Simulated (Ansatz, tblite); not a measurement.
# The cluster Sr6: a ladder of methods and basis sets

One table from this session's results is given with a row withheld; the runs are named, their logs left out.

Computed with Ansatz 0.2.0, Gaussian basis. Level: as each input shows.

Plan: GFN1-xTB, GFN2-xTB, PBE/def2-TZVP, r2SCAN/def2-TZVP, r2SCAN0/def2-TZVP, CAM-B3LYP/def2-TZVP, revPBE/def2-TZVP, PBE-QIDH/def2-TZVP, BLYP/def2-TZVP, LC-ωPBE/def2-TZVP, ωB97X-V/def2-TZVP, PBE/def2-SVP, PBE0/def2-SVP, PBE0/def2-TZVPD, PBE/def2-TZVPD, r2SCAN/def2-TZVPD, CCSD(T)/def2-SVP, MP2/def2-TZVP, RPA/def2-TZVP.

3 further runs of the same task are left out: 3 set aside as unsound or not needed. Runs told in other sessions of the task aren't counted.

## The relaxed structure

The singlet was relaxed beforehand with PBE0/def2-SVP. At that level it is the lowest of the isomers that a small search found.

6 atoms, charge 0, spin multiplicity 1.

Bond lengths: Sr1–Sr3 4.271 Å, Sr1–Sr4 4.228 Å, Sr1–Sr6 4.269 Å, Sr2–Sr3 4.189 Å, Sr2–Sr4 4.412 Å, Sr2–Sr5 4.227 Å, Sr2–Sr6 4.193 Å, Sr3–Sr4 4.190 Å, Sr3–Sr5 4.266 Å, Sr3–Sr6 4.015 Å, Sr4–Sr6 4.192 Å, Sr5–Sr6 4.271 Å. Angles: Sr3–Sr1–Sr4 59.1°, Sr3–Sr1–Sr6 56.1°, Sr4–Sr1–Sr6 59.1°, Sr3–Sr2–Sr4 58.2°, Sr3–Sr2–Sr5 60.9°, Sr3–Sr2–Sr6 57.2°, Sr4–Sr2–Sr5 109.6°, Sr4–Sr2–Sr6 58.2°, Sr5–Sr2–Sr6 61.0°, Sr1–Sr3–Sr2 113.1°, Sr1–Sr3–Sr4 59.9°, Sr1–Sr3–Sr5 116.1°, Sr1–Sr3–Sr6 61.9°, Sr2–Sr3–Sr4 63.5°, Sr2–Sr3–Sr5 60.0°, Sr2–Sr3–Sr6 61.4°, Sr4–Sr3–Sr5 113.2°, Sr4–Sr3–Sr6 61.4° and more.

Sr takes a core potential in the def2 sets. No spin-orbit coupling is included.

PBE0/def2-TZVP was run before; its log isn't repeated, and its numbers join the tables.

Set-up of the first run:

Tight binding, by tblite at 300 K electronic temperature and without a spin-polarisation term:

```python
tblite.interface.Calculator('GFN1-xTB', numbers, positions, charge=0, uhf=0).singlepoint()
```

Tight binding, by tblite at 300 K electronic temperature and without a spin-polarisation term:

```python
tblite.interface.Calculator('GFN2-xTB', numbers, positions, charge=0, uhf=0).singlepoint()
```

start.molden holds the orbitals of an earlier run on this state, given as this run's starting guess.

The input, in.yaml:

```yaml
crystal:
  periodic: [false, false, false]
  atoms:
    - {symbol: Sr, position_ang: [0.204326, -1.908131, -3.499194]}
    - {symbol: Sr, position_ang: [0.988046, 1.219365, 2.781477]}
    - {symbol: Sr, position_ang: [-0.101675, 1.700644, -1.234935]}
    - {symbol: Sr, position_ang: [2.994559, -1.012118, -0.452172]}
    - {symbol: Sr, position_ang: [-3.090261, 1.759474, 1.809297]}
    - {symbol: Sr, position_ang: [-0.994995, -1.759233, 0.595528]}
basis:
  gaussian: {orbitals: def2-TZVP, initial_orbitals: start.molden}
hamiltonian: {xc: pbe}
scf: {omitted_lower_state_checks: [starts]}
output: {orbitals: {seedname: orbitals}}
```

Run with:

```bash
$ ansatz run in.yaml --threads 4 --pin off --events-out ev --progress --plain --max-ram 3916MiB
```

Among the steps run: PBE/def2-TZVP; r2SCAN/def2-TZVP; r2SCAN0/def2-TZVP; CAM-B3LYP/def2-TZVP; revPBE/def2-TZVP; PBE-QIDH/def2-TZVP; BLYP/def2-TZVP; LC-ωPBE/def2-TZVP; ωB97X-V/def2-TZVP; PBE/def2-SVP; PBE0/def2-SVP; PBE0/def2-TZVPD; PBE/def2-TZVPD; r2SCAN/def2-TZVPD; CCSD(T)/def2-SVP; MP2/def2-TZVP; RPA/def2-TZVP.

One of the session's tables, all rows but one given; the rest of the session is left out.

It belongs to the step «Levels side by side». 

| level | HOMO (eV) | LUMO (eV) | gap (eV) |
| --- | --- | --- | --- |
| PBE/def2-SVP | -2.82 | -2.17 | 0.65 |
| PBE/def2-TZVP | -2.81 | -2.17 | 0.65 |
| PBE/def2-TZVPD | -2.81 | -2.17 | 0.65 |
| revPBE/def2-TZVP | -2.75 | -2.12 | 0.63 |
| BLYP/def2-TZVP | ? | ? | ? |
| r2SCAN/def2-TZVP | -2.80 | -2.17 | 0.63 |
| r2SCAN/def2-TZVPD | -2.80 | -2.17 | 0.63 |
| PBE0/def2-SVP | -3.16 | -1.74 | 1.43 |
| PBE0/def2-TZVP | -3.16 | -1.73 | 1.42 |
| PBE0/def2-TZVPD | -3.16 | -1.73 | 1.42 |
| r2SCAN0/def2-TZVP | -3.15 | -1.77 | 1.38 |
| CAM-B3LYP/def2-TZVP | -3.71 | -0.94 | 2.76 |
| LC-ωPBE/def2-TZVP | -4.16 | -0.68 | 3.48 |
| ωB97X-V/def2-TZVP | -4.14 | -0.58 | 3.56 |

Estimate the missing values for BLYP/def2-TZVP.

**Answer.** HOMO (eV): -2.67; LUMO (eV): -1.93; gap (eV): 0.74. In the column «HOMO (eV)» it is the highest.
